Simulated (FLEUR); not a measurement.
# CoO (Fm-3m) in FLEUR: further runs

The runs below take CoO through single point, with PBEsol+U.

All numbers are computed with FLEUR MaX-R8.1 (later development tree); they aren't measurements. Logs are shortened: lines on timing, memory, paths and dates and some standing lists are left out, and cuts for length are marked.

## (1) The structure

It takes space group Fm-3m (No. 225, cubic). Conventional cell: a = 4.263 Å, b = 4.263 Å, c = 4.263 Å, α = 90.00°, β = 90.00°, γ = 90.00°. Co (site symmetry m-3m) has 6 O at 2.13 Å as nearest neighbours. O (site symmetry m-3m) has 6 Co at 2.13 Å as nearest neighbours.

## (2) Single point, PBEsol+U, collinear spin, ferromagnetic start

inp.xml reads:

```xml
<?xml version="1.0" encoding="UTF-8" standalone="no"?>
<fleurInput fleurInputVersion="0.39">
   <comment>
      CoO                                                                                                 
   </comment>
   <calculationSetup>
      <cutoffs Kmax="4.64" Gmax="14.4" GmaxXC="14.4" numbands="0"/>
      <scfLoop itmax="100" minDistance="0.001" maxIterBroyd="50" imix="Anderson" alpha="0.05" precondParam="0.0" spinf="2.0" sdNocoIR="T"/>
      <coreElectrons ctail="T" frcor="F" kcrel="0" coretail_lmax="0"/>
      <xcFunctional name="PBEs" relativisticCorrections="F"/>
      <magnetism jspins="2"/>
      <soc l_soc="F" theta="0.0" phi="0.0" spav="F"/>
      <expertModes spex="0" secvar="F"/>
      <geometryOptimization l_f="F" forcealpha="1.0" forcemix="BFGS" epsdisp="0.00001" epsforce="0.00001"/>
      <ldaU l_linMix="F" mixParam="0.05" spinf="1.0"/>
   </calculationSetup>
   <cell>
      <bzIntegration valenceElectrons="23.0" mode="gauss" fermiSmearingEnergy="0.00183747">
         <kPointListSelection listName="default-1"/>
         <!-- k-points included here -->
         <xi:include xmlns:xi="http://www.w3.org/2001/XInclude" href="kpts.xml"> </xi:include>
      </bzIntegration>
      <!-- symmetry operations included here -->
      <xi:include xmlns:xi="http://www.w3.org/2001/XInclude" href="sym.xml"> </xi:include>
      <bulkLattice scale="1.0">
         <bravaisMatrix>
            <row-1>    0.0000000000000000     4.0279543715302664     4.0279543715302664</row-1>
            <row-2>    4.0279543715302664     0.0000000000000000     4.0279543715302664</row-2>
            <row-3>    4.0279543715302664     4.0279543715302664     0.0000000000000000</row-3>
         </bravaisMatrix>
      </bulkLattice>
   </cell>
   <atomSpecies>
      <species name="Cobalt (Co3.000" element="Co" atomicNumber="27">
         <mtSphere radius="2.11" gridPoints="697" logIncrement="0.017"/>
         <atomicCutoffs lmax="8" lnonsphr="8"/>
         <electronConfig flipSpins="F">
            <coreConfig>(1s1/2) (2s1/2) (2p1/2) (2p3/2)</coreConfig>
            <valenceConfig>(3s1/2) (3p1/2) (3p3/2) (4s1/2) (3d3/2) (3d5/2)</valenceConfig>
            <stateOccupation state="(3d3/2)" spinUp="2.0" spinDown="0.8"/>
            <stateOccupation state="(3d5/2)" spinUp="3.0" spinDown="1.2"/>
         </electronConfig>
         <energyParameters s="4" p="4" d="3" f="4"/>
         <ldaU l="2" U="8" J="0.7" l_amf="F"/>
         <lo type="SCLO" l="0" n="3" eDeriv="0"/>
         <lo type="SCLO" l="1" n="3" eDeriv="0"/>
         <lo type="SCLO" l="1" n="3" eDeriv="1"/>
         <lo type="SCLO" l="3" n="4" eDeriv="2"/>
      </species>
      <species name="Oxygen (O)" element="O" atomicNumber="8">
         <mtSphere radius="1.62" gridPoints="537" logIncrement="0.02"/>
         <atomicCutoffs lmax="8" lnonsphr="8"/>
         <electronConfig flipSpins="F">
            <coreConfig>(1s1/2)</coreConfig>
            <valenceConfig>(2s1/2) (2p1/2) (2p3/2)</valenceConfig>
            <stateOccupation state="(2p1/2)" spinUp="0.666667" spinDown="0.666667"/>
            <stateOccupation state="(2p3/2)" spinUp="1.333333" spinDown="1.333333"/>
         </electronConfig>
         <energyParameters s="2" p="2" d="3" f="4"/>
         <lo type="SCLO" l="0" n="2" eDeriv="2"/>
         <lo type="SCLO" l="1" n="2" eDeriv="2"/>
         <lo type="SCLO" l="2" n="3" eDeriv="2"/>
      </species>
   </atomSpecies>
   <atomGroups>
      <atomGroup species="Cobalt (Co3.000">
         <relPos label="                   1">.0000000000 .0000000000 .0000000000</relPos>
         <force calculate="T" relaxXYZ="TTT"/>
      </atomGroup>
      <atomGroup species="Oxygen (O)">
         <relPos label="                   2">1.000/2.000 1.000/2.000 1.000/2.000</relPos>
         <force calculate="T" relaxXYZ="TTT"/>
      </atomGroup>
   </atomGroups>
   <output dos="F" band="F" slice="F">
      <checks vchk="F" cdinf="F"/>
      <bandDOS minEnergy="-.5*Htr" maxEnergy="0.5*Htr" sigma="0.015" storeEVData="T"/>
      <vacuumDOS vacdos="F" integ="F" star="F" nstars="0" locx1="0.0" locy1="0.0" locx2="0.0" locy2="0.0" nstm="0" tworkf="0.0"/>
      <unfoldingBand unfoldBand="F" supercellX="1" supercellY="1" supercellZ="1"/>
      <plotting iplot="0" polar="F">
         <plot TwoD="T" vec1="  1.0  0.0  0.0" vec2="  0.0  1.0  0.0" vec3="  0.0  0.0  1.0" zero="  0.0  0.0  0.0" file="plot"/>
      </plotting>
      <chargeDensitySlicing numkpt="0" minEigenval="0.0" maxEigenval="0.0" nnne="0" pallst="F"/>
      <specialOutput eonly="F"/>
      <moessbauerParams electricFieldGradient="T" isomerShift="T" coreHyperfine="T" valenceHyperfine="T"/>
      <magneticCircularDichroism mcd="F" energyLo="-10.0" energyUp="0.0"/>
   </output>
  <!-- We include the file relax.xml here to enable relaxations (see documentation) -->
  <xi:include xmlns:xi="http://www.w3.org/2001/XInclude" href="relax.xml"> <xi:fallback/> </xi:include>
</fleurInput>
```

crystal.txt reads:

```
CoO
&input cartesian=F /
0.0000000000  2.1315016600  2.1315016600
2.1315016600  0.0000000000  2.1315016600
2.1315016600  2.1315016600  0.0000000000
1.8897261246
1.0 1.0 1.0

2
27 0.0000000000  0.0000000000  0.0000000000 : 3.000
8 0.5000000000  0.5000000000  0.5000000000

&kpt div1=8 div2=8 div3=8 gamma=T /
```

Potentials or basis: all-electron, FLAPW.

Started as:

```bash
$ inpgen -f crystal.txt -profile fastHighL -nosym
$ # inp.xml edited to the form shown
$ fleur_MPI
```

Log:

```text
Welcome to FLEUR        (www.flapw.de)
      MaX-Release 8.1          (www.max-centre.eu)

 ========== k-point set info ==========
 Selected k-point list: default-1
 k-point list type: mesh
 8 x 8 x 8
 Number of k points: 512

 ------------Calculation Setup---------------------------
 Number of MPI-tasks      :            1
 Number of PE/node        :            1
 Number of OMP-threads    :            1
 Most efficient MPI parallelization for:
           1           2           4           8          16          32          64         128         256         512
 Additional eigenvalue parallelization possible
 Number of basis functions:          285
 Approximate size of matrices (H+S) per k-point:         0.002 GB
 --------------------------------------------------------
 Complex matrix made real
 Complex matrix made real
 Iteration:     1   Distance:      40.78687035 me/bohr^3
 Iteration:     2   Distance:      37.59327740 me/bohr^3
 Iteration:     3   Distance:      21.62746150 me/bohr^3
 Iteration:     4   Distance:      13.28884746 me/bohr^3
 Iteration:     5   Distance:       6.16768508 me/bohr^3
 Iteration:     6   Distance:       1.67516122 me/bohr^3
 Iteration:     7   Distance:       0.89070527 me/bohr^3
 Iteration:     8   Distance:       0.24747414 me/bohr^3
 Iteration:     9   Distance:       0.17772500 me/bohr^3
 Iteration:    10   Distance:       0.02561226 me/bohr^3
 Iteration:    11   Distance:       0.02450628 me/bohr^3
 Iteration:    12   Distance:       0.00325630 me/bohr^3
 Iteration:    13   Distance:       0.00392614 me/bohr^3
 Iteration:    14   Distance:       0.00063462 me/bohr^3

 ********************************************************************
 Run finished successfully
 Stop message:
   all done
 ********************************************************************
```

n_mmp_mat:

```text
     0.000000     0.000000     0.000000     0.000000     0.000000     0.000000     0.000000
     0.000000     0.000000     0.000000     0.000000     0.000000     0.000000     0.000000
     0.000000     0.000000     1.000000     0.000000     0.000000     0.000000     0.000000
     0.000000     0.000000     0.000000    -0.000000     0.000000     0.000000     0.000000
     0.000000     0.000000     0.000000     0.000000     1.000000     0.000000     0.000000
     0.000000    -0.000000     0.000000     0.000000     0.000000     0.000000     0.000000
[... 20 lines left out ...]
     0.000000     0.000000     0.000000     0.000000     0.000000     0.000000     0.000000
     0.000000     0.000000     0.000000     0.000000     0.000000     0.000000     0.000000
```

out.xml (last iteration):

```text
<iteration numberForCurrentRun="   14" overallNumber="   14">
         <energyParameters units="Htr">
            <atomicEP atomType="1" spin="1" branch="4s" branchLowest="-3.21" branchHighest="2.23" value="0.1411718321"/>
            <atomicEP atomType="1" spin="1" branch="4p" branchLowest="-1.85" branchHighest="2.88" value="0.2775357862"/>
            <atomicEP atomType="1" spin="1" branch="3d" branchLowest="-9.99" branchHighest="0.36" value="0.2018867165"/>
            <atomicEP atomType="1" spin="1" branch="4f" branchLowest="-9.99" branchHighest="3.99" value="0.5938330978"/>
            <loAtomicEP atomType="1" spin="1" branch="3s" branchLowest="-32.42" branchHighest="-3.21" value="-3.2245454706"/>
            <loAtomicEP atomType="1" spin="1" branch="3p" branchLowest="-27.68" branchHighest="-1.85" value="-1.8811110964"/>
            <loAtomicEP atomType="1" spin="1" branch="3p" branchLowest="-27.68" branchHighest="-1.85" value="-1.8811110964"/>
            <loAtomicEP atomType="1" spin="1" branch="4f" branchLowest="-9.99" branchHighest="3.99" value="0.5938359696"/>
            <atomicEP atomType="2" spin="1" branch="2s" branchLowest="-18.20" branchHighest="0.37" value="-0.3695951383"/>
            <atomicEP atomType="2" spin="1" branch="2p" branchLowest="-9.99" branchHighest="0.88" value="0.1144743850"/>
            <atomicEP atomType="2" spin="1" branch="3d" branchLowest="-9.99" branchHighest="4.69" value="0.4462962950"/>
            <atomicEP atomType="2" spin="1" branch="4f" branchLowest="-9.99" branchHighest="8.09" value="0.6069149355"/>
            <loAtomicEP atomType="2" spin="1" branch="2s" branchLowest="-18.20" branchHighest="0.37" value="-0.3695951383"/>
            <loAtomicEP atomType="2" spin="1" branch="2p" branchLowest="-9.99" branchHighest="0.88" value="0.1142292646"/>
            <loAtomicEP atomType="2" spin="1" branch="3d" branchLowest="-9.99" branchHighest="4.69" value="0.4462968702"/>
            <atomicEP atomType="1" spin="2" branch="4s" branchLowest="-3.09" branchHighest="2.32" value="0.1648913805"/>
            <atomicEP atomType="1" spin="2" branch="4p" branchLowest="-1.73" branchHighest="2.97" value="0.2967272139"/>
            <atomicEP atomType="1" spin="2" branch="3d" branchLowest="-9.99" branchHighest="0.48" value="0.2952033443"/>
            <atomicEP atomType="1" spin="2" branch="4f" branchLowest="-9.99" branchHighest="4.08" value="0.6098770810"/>
            <loAtomicEP atomType="1" spin="2" branch="3s" branchLowest="-32.36" branchHighest="-3.09" value="-3.1028659348"/>
            <loAtomicEP atomType="1" spin="2" branch="3p" branchLowest="-27.64" branchHighest="-1.73" value="-1.7620288482"/>
            <loAtomicEP atomType="1" spin="2" branch="3p" branchLowest="-27.64" branchHighest="-1.73" value="-1.7620288482"/>
            <loAtomicEP atomType="1" spin="2" branch="4f" branchLowest="-9.99" branchHighest="4.08" value="0.6098799193"/>
            <atomicEP atomType="2" spin="2" branch="2s" branchLowest="-18.20" branchHighest="0.38" value="-0.3605961060"/>
            <atomicEP atomType="2" spin="2" branch="2p" branchLowest="-9.99" branchHighest="0.89" value="0.1205236511"/>
            <atomicEP atomType="2" spin="2" branch="3d" branchLowest="-9.99" branchHighest="4.71" value="0.4471549926"/>
            <atomicEP atomType="2" spin="2" branch="4f" branchLowest="-9.99" branchHighest="8.10" value="0.6077517879"/>
            <loAtomicEP atomType="2" spin="2" branch="2s" branchLowest="-18.20" branchHighest="0.38" value="-0.3605961060"/>
            <loAtomicEP atomType="2" spin="2" branch="2p" branchLowest="-9.99" branchHighest="0.89" value="0.1202866799"/>
            <loAtomicEP atomType="2" spin="2" branch="3d" branchLowest="-9.99" branchHighest="4.71" value="0.4471555706"/>
         </energyParameters>
         <eigenvalues>
            <eigenvaluesAt spin="1" ikpt="1" k_x="0.00000000" k_y="0.00000000" k_z="0.00000000">
                      -3.2252825453       -1.9020995165       -1.9020995162       -1.8355405029       -0.4024677418
                       0.0398675816        0.0469619793        0.0990346402        0.1398355409        0.1398355413
                       0.2229856478        0.2229856495        0.2305736171        0.3581457808        0.9263098029
                       0.9583471115        0.9893494721        0.9893494728
            </eigenvaluesAt>
            <eigenvaluesAt spin="1" ikpt="2" k_x="0.00000000" k_y="0.00000000" k_z="0.12500000">
[... 79 lines left out ...]
            </electricFieldGradient>
            <electricFieldGradient atomType="2" VXX="0.10064" VYY="0.10064" VZZ="-0.20128" asymParam="0.00000">
            </electricFieldGradient>
         </moessbauerParams>
         <totalEnergy                                    value="    -1467.1423211319" units="Htr">
            <sumOfEigenvalues                            value="     -839.4508329421">
               <coreElectrons value="-823.3892384322"/>
               <valenceElectrons value="-16.0615945100"/>
            </sumOfEigenvalues>
            <densityCoulombPotentialIntegral value="-2238.9124856395"/>
            <densityEffectivePotentialIntegral value="-2326.3651781619"/>
            <chargeDenXCDenIntegral value="-66.8131234344"/>
            <FockExchangeEnergyValence value="0.0000000000"/>
            <FockExchangeEnergyCore value="0.0000000000"/>
            <atomTypeDependentContributions atomType="1">
               <electronNucleiInteractionDifferentMTs value="1662.8349120277"/>
               <MadelungTerm value="-14.4549515450"/>
            </atomTypeDependentContributions>
            <atomTypeDependentContributions atomType="2">
               <electronNucleiInteractionDifferentMTs value="88.2072146148"/>
               <MadelungTerm value="-3.1405602256"/>
            </atomTypeDependentContributions>
            <dftUCorrection value="-0.8503383156"/>
            <tkbTimesEntropy value="0.0000000000"/>
            <freeEnergy value="-1467.1423211319"/>
            <extrapolationTo0K value="-1467.1423211319"/>
         </totalEnergy>
         <ldaUDensityMatrix>
            <densityMatrixFor spin="1" atomType="1" uIndex="1" l="2" U="8.00000000" J="0.70000000">
               (+0.96419,+0.00000) (+0.00000,+0.00000) (+0.00000,+0.00000) (+0.00000,+0.00000) (+0.01307,+0.00000)
               (+0.00000,+0.00000) (+0.93867,+0.00000) (+0.00000,+0.00000) (+0.00000,+0.00000) (+0.00000,+0.00000)
               (+0.00000,+0.00000) (+0.00000,+0.00000) (+0.97352,+0.00000) (+0.00000,+0.00000) (+0.00000,+0.00000)
               (+0.00000,+0.00000) (+0.00000,+0.00000) (+0.00000,+0.00000) (+0.93867,+0.00000) (+0.00000,+0.00000)
               (+0.01307,+0.00000) (+0.00000,+0.00000) (+0.00000,+0.00000) (+0.00000,+0.00000) (+0.96419,+0.00000)
            </densityMatrixFor>
            <densityMatrixFor spin="2" atomType="1" uIndex="1" l="2" U="8.00000000" J="0.70000000">
               (+0.05804,+0.00000) (+0.00000,+0.00000) (+0.00000,+0.00000) (+0.00000,+0.00000) (+0.03527,+0.00000)
               (+0.00000,+0.00000) (+0.92901,+0.00000) (+0.00000,+0.00000) (+0.00000,+0.00000) (+0.00000,+0.00000)
               (+0.00000,+0.00000) (+0.00000,+0.00000) (+0.06338,+0.00000) (+0.00000,+0.00000) (+0.00000,+0.00000)
               (+0.00000,+0.00000) (+0.00000,+0.00000) (+0.00000,+0.00000) (+0.92901,+0.00000) (+0.00000,+0.00000)
               (+0.03527,+0.00000) (+0.00000,+0.00000) (+0.00000,+0.00000) (+0.00000,+0.00000) (+0.05804,+0.00000)
            </densityMatrixFor>
         </ldaUDensityMatrix>
         <ldaUDensityMatrixConvergence>
            <distance spin="1" distance="0.000002"/>
            <distance spin="2" distance="0.000012"/>
         </ldaUDensityMatrixConvergence>
         <densityConvergence units="me/bohr^3">
            <chargeDensity spin="1" distance="0.0001860238"/>
            <chargeDensity spin="2" distance="0.0005433890"/>
            <overallChargeDensity distance="0.0006346216"/>
            <spinDensity distance="0.0005069597"/>
         </densityConvergence>
      </iteration>
```

It took 8.1 min on 1 thread of Arm Neoverse V2, shared host; peak memory 0.29 GiB.

What came out:

```
Free energy                                           : -39922.9764 eV
Band gap on the k mesh                                : 1.19 eV, indirect (least direct gap 3.05 eV)
Net moment                                            : 3.00 μB per cell
Site moments                                          : Co +2.77; O +0.15 μB
Valence electrons inside the program's atomic spheres : Co 15.25; O 5.22 (radii Co 2.11, O 1.62 bohr)
```

Eigenvalues of the final occupation matrices:
| site | spin | trace | eigenvalues |
| --- | --- | --- | --- |
| atom type 1 | 1 | 4.78 | 0.94 0.94 0.95 0.97 0.98 |
| atom type 1 | 2 | 2.04 | 0.02 0.06 0.09 0.93 0.93 |

Core levels (eV from the Fermi level):
| atom | levels |
| --- | --- |
| 1 Co | 1s1/2 -7575.9, 2s1/2 -890.3, 2p1/2 -771.4, 2p3/2 -756.7 |
| 2 O | 1s1/2 -503.5 |

Caveat: the magnetic or orbital state may not be the lowest; a cell with one magnetic atom can't hold antiferromagnetic order, which such compounds often take. The state reached can hang on the start; a lower one may exist.

[end of part 1 of 2]
